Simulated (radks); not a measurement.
# The series with 45 electrons, Rh to Pm¹⁶⁺

An exercise on one series of results from a longer session: the logs are not shown, and one member is left open.

The numbers are computed with radks (a radial shooting solver on a logarithmic mesh, Libxc functionals) version 1 (Dirac Kohn-Sham, PBE, spin-unpolarised, spherical densities, point nucleus; open shells fill j = l - 1/2 first), except any that are marked as measured or tabulated.

## The system

```
electrons     : 45
ions          : Rh, Pd⁺, Ag²⁺, Cd³⁺, In⁴⁺, Sn⁵⁺, Sb⁶⁺, Te⁷⁺, I⁸⁺, Xe⁹⁺, Cs¹⁰⁺, Ba¹¹⁺, La¹²⁺, Ce¹³⁺, Pr¹⁴⁺, Nd¹⁵⁺, Pm¹⁶⁺
configuration : NIST ground configuration of each
```

The first run:

The run's settings:

```text
Z 45
configuration [Kr] 4d8 5s1
relativity Dirac
functional pbe,pbe
spin unpolarised
j_filling energy
nucleus point
c 137.035999084
```

Among the steps run: Rh, [Kr] 4d8 5s1; Pd⁺, [Kr] 4d9; Ag²⁺, [Kr] 4d9; Cd³⁺, [Kr] 4d9; In⁴⁺, [Kr] 4d9; Sn⁵⁺, [Kr] 4d9; Sb⁶⁺, [Kr] 4d9; Te⁷⁺, [Kr] 4d9; I⁸⁺, [Kr] 4d9; Xe⁹⁺, [Kr] 4d9; Cs¹⁰⁺, [Kr] 4d9; Ba¹¹⁺, [Kr] 4d9; La¹²⁺, [Kr] 4d9; Ce¹³⁺, [Kr] 4d9; Pr¹⁴⁺, [Kr] 4d9; Nd¹⁵⁺, [Kr] 4d9; Pm¹⁶⁺, [Kr] 4d9.

One of the session's tables, all rows but one given; the rest of the session is left out.

```
  ion  E (hartree)  ε(4p1/2) (eV)  ε(4p3/2) (eV)  ε(4d3/2) (eV)  ε(4d5/2) (eV)
   Rh  -4785.03777        -53.025        -49.131         -6.146         -5.755
  Pd⁺  -5046.61278        -65.476        -61.024        -14.885        -14.406
 Ag²⁺  -5316.15182        -84.449        -79.318        -29.237        -28.621
 Cd³⁺  -5593.67961        -106.27        -100.36        -46.253        -45.480
 In⁴⁺  -5879.21129        -130.59        -123.82        -65.639        -64.690
 Sn⁵⁺  -6172.77201        -157.23        -149.49        -87.223        -86.077
 Sb⁶⁺            ?              ?              ?              ?              ?
 Te⁷⁺  -6784.11239        -217.07        -207.06        -136.59        -134.98
  I⁸⁺  -7101.96915        -250.14        -238.82        -164.25        -162.37
 Xe⁹⁺  -7428.00762        -285.26        -272.51        -193.84        -191.66
Cs¹⁰⁺   -7762.2747        -322.42        -308.10        -225.33        -222.83
Ba¹¹⁺   -8104.8199        -361.60        -345.57        -258.70        -255.83
La¹²⁺   -8455.6955        -402.79        -384.90        -293.93        -290.67
Ce¹³⁺   -8814.9566        -445.99        -426.07        -331.01        -327.32
Pr¹⁴⁺   -9182.6603        -491.19        -469.09        -369.92        -365.77
Nd¹⁵⁺   -9558.8669        -538.39        -513.93        -410.66        -406.00
Pm¹⁶⁺   -9943.6388        -587.61        -560.60        -453.22        -448.02
```

Q: Estimate the row for Sb⁶⁺ from the others.

**Answer.** E (hartree): -6474.39351; ε(4p1/2) (eV): -186.08; ε(4p3/2) (eV): -177.26; ε(4d3/2) (eV): -110.90; ε(4d5/2) (eV): -109.53. In the column «E (hartree)» it lies between Te⁷⁺ (-6784.11239) and Sn⁵⁺ (-6172.77201).
